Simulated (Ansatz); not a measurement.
# CH5NS2W: one species, many methods

The task here is to estimate one member of a computed series from the others.

Method: functionals in def2-TZVPP, the program's frozen cores in correlated methods; program: Ansatz 0.2.0, Gaussian basis.

Plan: LDA (SPW92), PBE-D4, revPBE-D4, BLYP-D4, r2SCAN-D4, B97M-V, PBE0-D4, B3LYP-D4, r2SCANh-D4, r2SCAN0-D4, HSE06-D4, BHLYP-D4, CAM-B3LYP-D4, LC-ωPBE, ωB97X-V, ωB97M-V, B2PLYP, PBE-QIDH; CCSD(T)/def2-SVP; CCSD(T)/def2-TZVPP; MP2/def2-QZVPP; extrapolation to the limit; RPA on PBE.

### Structure used throughout

An earlier PBE0-D4 in a triple-zeta def2 set relaxation fixed the geometry. W takes the def2 core potential; no spin-orbit term is included.

SMILES `[CH3][W]([NH2])(=[S])=[S]`, 10 atoms, charge 0, spin multiplicity 1.

Atoms are counted from 1 here; the program's logs count them from 0.

Bond lengths: C1–W2 2.106 Å, C1–H6 1.093 Å, C1–H7 1.094 Å, C1–H8 1.094 Å, W2–N3 1.918 Å, W2–S4 2.125 Å, W2–S5 2.125 Å, N3–H9 1.011 Å, N3–H10 1.011 Å. Angles: W2–C1–H6 110.1°, W2–C1–H7 109.8°, W2–C1–H8 109.8°, H6–C1–H7 108.8°, H6–C1–H8 108.8°, H7–C1–H8 109.5°, C1–W2–N3 106.4°, C1–W2–S4 105.6°, C1–W2–S5 105.6°, N3–W2–S4 112.2°, N3–W2–S5 112.2°, S4–W2–S5 114.1°, W2–N3–H9 123.5°, W2–N3–H10 123.5°, H9–N3–H10 111.5°.

Set-up of the first run:

in.yaml reads:

```yaml
crystal:
  periodic: [false, false, false]
  atoms:
    - {symbol: C, position_ang: [-1.453971, -0.442640, 0.297842]}
    - {symbol: W, position_ang: [0.238953, 0.462671, -0.568182]}
    - {symbol: N, position_ang: [1.747675, -0.095280, 0.477209]}
    - {symbol: S, position_ang: [0.325263, -0.275759, -2.559177]}
    - {symbol: S, position_ang: [-0.101326, 2.556121, -0.432224]}
    - {symbol: H, position_ang: [-2.353692, -0.162609, -0.255233]}
    - {symbol: H, position_ang: [-1.347791, -1.530697, 0.270356]}
    - {symbol: H, position_ang: [-1.561097, -0.113091, 1.335064]}
    - {symbol: H, position_ang: [2.152980, 0.463434, 1.215261]}
    - {symbol: H, position_ang: [2.353007, -0.862161, 0.219095]}
basis:
  gaussian: {orbitals: def2-TZVPP}
hamiltonian: {xc: lda}
output: {orbitals: {seedname: orbitals}}
```

Steps of the session up to this table: LDA; PBE-D4 (GGA); revPBE-D4 (GGA); BLYP-D4 (GGA); r2SCAN-D4 (meta-GGA); B97M-V (meta-GGA); PBE0-D4 (hybrid); B3LYP-D4 (hybrid); r2SCANh-D4 (hybrid); r2SCAN0-D4 (hybrid); HSE06-D4 (hybrid); BHLYP-D4 (hybrid); CAM-B3LYP-D4 (range-separated); LC-ωPBE (range-separated); ωB97X-V (range-separated); ωB97M-V (range-separated); B2PLYP (double hybrid); PBE-QIDH (double hybrid).

One table of the session follows, with a row left open; its other results are not shown here.

It belongs to the step «Orbital energies across the functionals». 

```
  functional  HOMO (eV)  LUMO (eV)  gap (eV)
 LDA (SPW92)      -6.14      -3.27      2.87
      PBE-D4      -6.00      -3.11      2.89
   revPBE-D4      -5.94      -3.05      2.89
     BLYP-D4      -5.81      -2.96      2.86
   r2SCAN-D4      -6.27      -3.07      3.19
      B97M-V      -6.31      -2.98      3.34
     PBE0-D4      -7.10      -2.41      4.70
    B3LYP-D4          ?          ?         ?
  r2SCANh-D4      -6.67      -2.80      3.87
  r2SCAN0-D4      -7.28      -2.38      4.89
    HSE06-D4      -6.71      -2.78      3.93
    BHLYP-D4      -8.03      -1.51      6.53
CAM-B3LYP-D4      -8.29      -1.35      6.94
     LC-ωPBE      -9.60      -0.37      9.24
     ωB97X-V      -9.27      -0.40      8.87
     ωB97M-V      -9.11      -0.41      8.70
```

**Question.** Estimate the row for B3LYP-D4.

Worked estimate for «HOMO (eV)». Against the share of exact exchange, BLYP-D4 (0, -5.81), BHLYP-D4 (0.5, -8.03) give a slope of -4.44 per unit share; at 0.2 the line stands at -6.70.

The run gave: HOMO (eV): -6.86; LUMO (eV): -2.56; gap (eV): 4.30. In «HOMO (eV)» the line misses by +0.16.
